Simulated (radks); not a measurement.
**Pm²⁺ in [Xe] 4f4.5 5f0.5: an all-electron calculation**

Aim: the levels, the sizes of the orbitals and the parts of the energy of the promethium ion Pm2+.

Program: radks (a radial shooting solver on a logarithmic mesh, Libxc functionals) version 1. Level of theory: scalar-relativistic Kohn-Sham, LDA (Slater exchange, VWN5 correlation), spin-polarised, spherical densities, finite nucleus; open shells are filled with parallel spins first. These are calculated values, not measurements, unless marked.

**1. Starting point**

```
element            : promethium (Z = 61)
charge             : +2
electrons          : 59
configuration      : [Xe] 4f4.5 5f0.5
nuclear rms radius : 4.962 fm
```

**2. Self-consistent calculation**

Settings of this run:

```text
Z 61
configuration [Xe] 4f4.5 5f0.5
relativity scalar-relativistic
functional lda,vwn5
spin polarised
nucleus finite rms 4.962 fm
c 137.035999084
```

Q: Predict the outcome of this run.

The runs gave:

```
                        quantity                   value
                    total energy     -10012.2028 hartree
exchange-correlation share of it                  2.21 %
                            −T/E                  1.0662
          highest occupied level        5f up, -5.656 eV
    most extended occupied level  5f up, <r> = 6.24 bohr
 radius at density 0.001 e/bohr³               3.57 bohr
    maxima of the radial density                       5
```

What this shows: 5 principal shells are occupied and 5 maxima appear in the radial density. −T/E is 1.066: with relativity the kinetic term as defined here no longer equals −E. This is not the tabulated ground configuration, so its levels and sizes aren't those of the ground state, and no measured value stands beside it.
